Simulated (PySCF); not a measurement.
**BiO+: from the state search to spectroscopic constants**

One table from this session's results is given with a row withheld; the runs are named, their logs left out.

Computed with PySCF 2.14.0. Level: Bi def2-SVPD with ECP60, O def2-SVPD, scalar-relativistic core potentials.

The first run:

A driver script around PySCF takes these settings:

* atoms: Bi, O
* charge: 1
* basis: Bi def2-SVPD with ECP60, O def2-SVPD
* Hamiltonian: scalar-relativistic core potentials
* basis functions: 55
* electrons treated: 30
* masses in u: 208.9804, 15.9949
* levels: PBE0, PBE, r²SCAN, B2PLYP, PW91, TPSS, HF, MP2, SCS-MP2, CCSD, CCSD(T)
* grid: 80 radial by 434 angular points
* occupations: held fixed by the projection of orbital angular momentum
* dissociation limit: Bi+ + O, each in its ground configuration
* starting distance in angstrom: 2.160
* values of 2S to try: 0, 2, 4

Started as:

```console
OMP_NUM_THREADS=1 python dia.py task.json out
```

Steps of the session up to this table: Input; The PBE0 curve of the state that the search chose; Higher solutions at PBE0; PBE (GGA); r²SCAN (meta-GGA); B2PLYP; PW91 (GGA); TPSS (meta-GGA); RHF; Adding correlation.

One of the session's tables, all rows but one given; the rest of the session is left out.

It belongs to the step «The curves together». Energy (eV) from each level's lowest point:

```
R (Å)    RHF  RHF-MP2  RHF-SCS-MP2  RHF-CCSD  RHF-CCSD(T)
1.619  1.684    2.775        2.678       n/a          n/a
1.695  0.617    1.429        1.350     1.046        1.270
1.770      ?        ?            ?         ?            ?
1.827  0.000    0.257        0.218     0.090        0.186
1.883  0.061    0.063        0.044     0.000        0.032
1.940  0.254    0.000        0.000     0.040        0.000
2.015  0.657    0.083        0.107     0.242        0.094
2.109  1.310    0.465        0.507     0.652        0.343
2.222  2.168    1.685        1.674     1.237        0.641
2.373  3.121    4.509        4.268       n/a          n/a
```

**Question.** Estimate the row for R (Å) = 1.770.

Worked estimate for «RHF». A straight line through the neighbours (1.695, 0.617) and (1.827, 0.000) gives 0.617 + (0.000 − 0.617) × (1.770 − 1.695) / (1.827 − 1.695) = 0.266; a parabola fitted to 4 rows on both sides gives 0.089.

**Answer.** RHF: 0.111; RHF-MP2: 0.614; RHF-SCS-MP2: 0.557; RHF-CCSD: 0.349; RHF-CCSD(T): 0.504. In «RHF» the line misses by +0.155 and the parabola by -0.022.
